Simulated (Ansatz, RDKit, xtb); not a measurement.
# BSi2NH8S: which of the isomers drawn lies lowest?

A sample of isomers of BSi2NH8S is drawn. Aim: find which of them has the lowest free energy at 298.15 K, then its properties. The sample is small against all isomers, and the most stable one of this formula need not be in it.

Plan: many cheap relaxations first (GFN2-xTB), then density-functional screening, relaxation at r2SCAN-D4/def2-SVP, vibrations (at GFN2-xTB) and a final energy. The numbers are computed, not measured.

**1. Drawing up candidates**

Isomers were taken from a list of plausible structures; this is a sample, not all of them. That gives 4 candidates.

| label | SMILES | spin |
| --- | --- | --- |
| c482 | B[SiH2]N[SiH2]S | singlet |
| c486 | B[SiH2]N([SiH3])S | singlet |
| c493 | BN([SiH3])[SiH2]S | singlet |
| c927 | B[Si@@H](S)N[SiH3] | singlet |

Candidates are built by distance geometry, with a force field where one applies, in up to four conformers (letters a to d).

Q: Predict the outcome of this search (final energies at CCSD(T)/def2-SVP + MP2/def2-TZVPP - MP2/def2-SVP).

| quantity | value |
| --- | --- |
| lowest structure found | BN([SiH3])[SiH2]S, singlet |
| next finalist | [SiH3]N[Si@H]1[BH2-][SH+]1, singlet, 31.0 kcal/mol higher in G |
| share at equilibrium, among the finalists | 100.0 % |

`BN([SiH3])[SiH2]S` comes out lowest. The margin of 31.0 kcal/mol over the next finalist is beyond the usual error of the last level; it says nothing of structures that weren't ranked. GFN2-xTB, HF/STO-3G, r2SCAN-D4/def2-SVP, r2SCAN-D4/def2-SVP, relaxed, HF/def2-SVP and MP2/def2-SVP already put its bonding pattern lowest among the structures in one piece. 5 minima inside the window were never screened. Lowest found is not proven lowest: the search is finite, and each finalist counts with one conformer. Only 4 drawn patterns were tried, so whole families of isomers are missing, and the result ranks this sample alone.
